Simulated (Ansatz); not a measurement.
**H8NO2Si2Y: vertical ionisation energy**

An exercise on one series of results from a longer session: the logs are not shown, and one member is left open.

Program: Ansatz 0.2.0, Gaussian basis. Level of theory: unrestricted cation, the program's frozen cores in correlated methods. These are calculated values, not measurements.

Plan: UKS PBE-D4/def2-TZVPP; UKS r2SCAN-D4/def2-TZVPP; UKS PBE0-D4/def2-TZVPP; UKS B3LYP-D4/def2-TZVPP; UKS wB97X-V/def2-TZVPP; UKS wB97M-V/def2-TZVPP; UKS B2PLYP/def2-TZVPP; UHF-CCSD(T)/def2-TZVPP; UHF-MP2/def2-QZVPP; extrapolation to the limit; then −ε(HOMO) from the neutral's earlier runs with LDA (SPW92), PBE-D4, revPBE-D4, BLYP-D4, r2SCAN-D4, B97M-V, PBE0-D4, B3LYP-D4, r2SCANh-D4, r2SCAN0-D4, HSE06-D4, BHLYP-D4, CAM-B3LYP-D4, LC-ωPBE, ωB97X-V, ωB97M-V.

### The relaxed structure

All runs share one geometry, relaxed beforehand with PBE0-D4 in a triple-zeta def2 set. Y takes the def2 core potential; no spin-orbit term is included.

SMILES `[NH2][Y]([O][SiH3])[O][SiH3]`, 14 atoms, charge 0, spin multiplicity 1.

Atoms are counted from 1 here; the program's logs count them from 0.

Bond lengths: N1–Y2 2.135 Å, N1–H7 1.013 Å, N1–H8 1.013 Å, Y2–O3 2.059 Å, Y2–O5 2.059 Å, O3–Si4 1.623 Å, Si4–H9 1.491 Å, Si4–H10 1.491 Å, Si4–H11 1.491 Å, O5–Si6 1.623 Å, Si6–H12 1.491 Å, Si6–H13 1.491 Å, Si6–H14 1.491 Å. Angles: Y2–N1–H7 126.9°, Y2–N1–H8 126.9°, H7–N1–H8 106.2°, N1–Y2–O3 117.8°, N1–Y2–O5 117.8°, O3–Y2–O5 124.3°, Y2–O3–Si4 177.8°, O3–Si4–H9 110.9°, O3–Si4–H10 111.0°, O3–Si4–H11 111.1°, H9–Si4–H10 107.9°, H9–Si4–H11 107.9°, H10–Si4–H11 107.8°, Y2–O5–Si6 177.9°, O5–Si6–H12 110.9°, O5–Si6–H13 111.0°, O5–Si6–H14 111.2°, H12–Si6–H13 108.0° and more.

Geometry (Å):

```xyz
14
charge 0, multiplicity 1
N    -1.33214   -0.50567    2.47471
Y    -0.35059   -0.13022    0.61600
O     0.48939   -1.73221   -0.36841
Si    1.17713   -2.95537   -1.18452
O    -0.28206    1.81389   -0.06002
Si   -0.19419    3.32812   -0.63857
H    -1.78173    0.17655    3.07381
H    -1.43915   -1.40146    2.93592
H     0.45754   -3.21274   -2.46502
H     2.59949   -2.64793   -1.51050
H     1.15413   -4.21438   -0.38579
H    -1.43442    3.68357   -1.38645
H    -0.02477    4.31423    0.46708
H     0.96137    3.48364   -1.56826
```

The first run:

The input, in.yaml:

```yaml
crystal:
  periodic: [false, false, false]
  atoms:
    - {symbol: N, position_ang: [-1.332144, -0.505675, 2.474714]}
    - {symbol: Y, position_ang: [-0.350590, -0.130219, 0.616001]}
    - {symbol: O, position_ang: [0.489392, -1.732211, -0.368413]}
    - {symbol: Si, position_ang: [1.177132, -2.955371, -1.184521]}
    - {symbol: O, position_ang: [-0.282057, 1.813893, -0.060022]}
    - {symbol: Si, position_ang: [-0.194188, 3.328116, -0.638569]}
    - {symbol: H, position_ang: [-1.781729, 0.176545, 3.073812]}
    - {symbol: H, position_ang: [-1.439154, -1.401462, 2.935919]}
    - {symbol: H, position_ang: [0.457545, -3.212742, -2.465023]}
    - {symbol: H, position_ang: [2.599494, -2.647929, -1.510500]}
    - {symbol: H, position_ang: [1.154131, -4.214382, -0.385787]}
    - {symbol: H, position_ang: [-1.434420, 3.683566, -1.386450]}
    - {symbol: H, position_ang: [-0.024771, 4.314230, 0.467079]}
    - {symbol: H, position_ang: [0.961370, 3.483641, -1.568260]}
basis:
  gaussian: {orbitals: def2-TZVPP}
total_charge: 1
magnetization: {spin_polarized: true, initial_magnetization: 1}
hamiltonian: {xc: pbe, dispersion: d4}
```

Launch:

```bash
> ansatz run in.yaml --threads 2 --pin off --events-out ev --progress --plain --max-ram 22528MiB --backend cuda --devices 0, --max-vram 18GiB
```

Among the steps run: Cation, UKS PBE-D4/def2-TZVPP; Cation, UKS r2SCAN-D4/def2-TZVPP; Cation, UKS PBE0-D4/def2-TZVPP; Cation, UKS B3LYP-D4/def2-TZVPP; Cation, UKS wB97X-V/def2-TZVPP; Cation, UKS wB97M-V/def2-TZVPP; Cation, UKS B2PLYP (frozen core)/def2-TZVPP; Cation, UHF-CCSD(T)/def2-TZVPP; Cation, UHF-MP2/def2-QZVPP.

One of the session's tables, all rows but one given; the rest of the session is left out.

It belongs to the step «Ionisation energies side by side». For comparison, −ε(HOMO) of the neutral from earlier runs:

| functional | −ε(HOMO) (eV) |
| --- | --- |
| LDA (SPW92) | 5.98 |
| PBE-D4 | 5.79 |
| revPBE-D4 | 5.72 |
| BLYP-D4 | 5.66 |
| r2SCAN-D4 | 6.03 |
| B97M-V | 6.08 |
| PBE0-D4 | 7.08 |
| B3LYP-D4 | 6.85 |
| r2SCANh-D4 | 6.52 |
| r2SCAN0-D4 | 7.26 |
| HSE06-D4 | 6.68 |
| BHLYP-D4 | ? |
| CAM-B3LYP-D4 | 8.49 |
| LC-ωPBE | 9.88 |
| ωB97X-V | 9.51 |
| ωB97M-V | 9.44 |

Estimate the missing values for BHLYP-D4.

Worked estimate for «−ε(HOMO) (eV)». Against the share of exact exchange, BLYP-D4 (0, 5.66), B3LYP-D4 (0.2, 6.85) give a slope of 5.95 per unit share; at 0.5 the line stands at 8.63.

As computed: −ε(HOMO) (eV): 8.28. In «−ε(HOMO) (eV)» the line misses by +0.35.
